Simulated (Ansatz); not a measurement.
# AlH₆NOSi: basis-set convergence

An exercise on one series of results from a longer session: the logs are not shown, and one member is left open.

The runs use Ansatz 0.2.0, Gaussian basis; one geometry, several basis sets.

The runs, in order: PBE0-D4/def2-SVP; ωB97M-V/def2-SVP; PBE0-D4/def2-QZVPP; ωB97M-V/def2-QZVPP; the functionals' def2-TZVPP values are taken from earlier runs.

## The geometry

All runs share one geometry, relaxed beforehand with PBE0-D4 in a triple-zeta def2 set.

SMILES `[NH2][AlH][SiH2]O`, 10 atoms, charge 0, spin multiplicity 1.

Atoms are counted from 1 here; the program's logs count them from 0.

Bond lengths: N1–Al2 1.771 Å, N1–H5 1.008 Å, N1–H6 1.008 Å, Al2–Si3 2.466 Å, Al2–H7 1.589 Å, Si3–O4 1.666 Å, Si3–H8 1.498 Å, Si3–H9 1.490 Å, O4–H10 0.958 Å. Angles: Al2–N1–H5 125.3°, Al2–N1–H6 124.5°, H5–N1–H6 110.1°, N1–Al2–Si3 115.9°, N1–Al2–H7 117.2°, Si3–Al2–H7 126.9°, Al2–Si3–O4 112.2°, Al2–Si3–H8 111.5°, Al2–Si3–H9 112.0°, O4–Si3–H8 110.3°, O4–Si3–H9 104.5°, H8–Si3–H9 106.0°, Si3–O4–H10 116.4°.

The first run:

File in.yaml:

```yaml
crystal:
  periodic: [false, false, false]
  atoms:
    - {symbol: N, position_ang: [-0.443456, 1.949836, -0.485909]}
    - {symbol: Al, position_ang: [0.161371, 0.932523, 0.830955]}
    - {symbol: Si, position_ang: [0.498125, -1.448376, 0.284802]}
    - {symbol: O, position_ang: [-0.117796, -1.843158, -1.212395]}
    - {symbol: H, position_ang: [-0.638774, 2.936041, -0.417004]}
    - {symbol: H, position_ang: [-0.588291, 1.632558, -1.431226]}
    - {symbol: H, position_ang: [0.407642, 1.632878, 2.235767]}
    - {symbol: H, position_ang: [-0.081863, -2.341329, 1.338209]}
    - {symbol: H, position_ang: [1.942764, -1.801076, 0.197565]}
    - {symbol: H, position_ang: [-1.056522, -1.700997, -1.337862]}
basis:
  gaussian: {orbitals: def2-SVP}
hamiltonian: {xc: pbe0, dispersion: d4}
output: {orbitals: {seedname: orbitals}}
```

On the command line:

```bash
ansatz run in.yaml --threads 2 --pin off --events-out ev --progress --plain --max-ram 4352MiB
```

Among the steps run: PBE0-D4 in def2-SVP; ωB97M-V in def2-SVP; PBE0-D4 in def2-QZVPP; ωB97M-V in def2-QZVPP.

One of the session's tables, all rows but one given; the rest of the session is left out.

It belongs to the step «Density functionals: the series». 

```
functional       basis  HOMO (eV)
   PBE0-D4    def2-SVP          ?
   PBE0-D4  def2-TZVPP      -7.07
   PBE0-D4  def2-QZVPP      -7.10
   ωB97M-V    def2-SVP      -8.95
   ωB97M-V  def2-TZVPP      -9.10
   ωB97M-V  def2-QZVPP      -9.14
```

Estimate the missing values for PBE0-D4, def2-SVP.

The run gave: HOMO (eV): -6.95. In the column «HOMO (eV)» it is the highest.
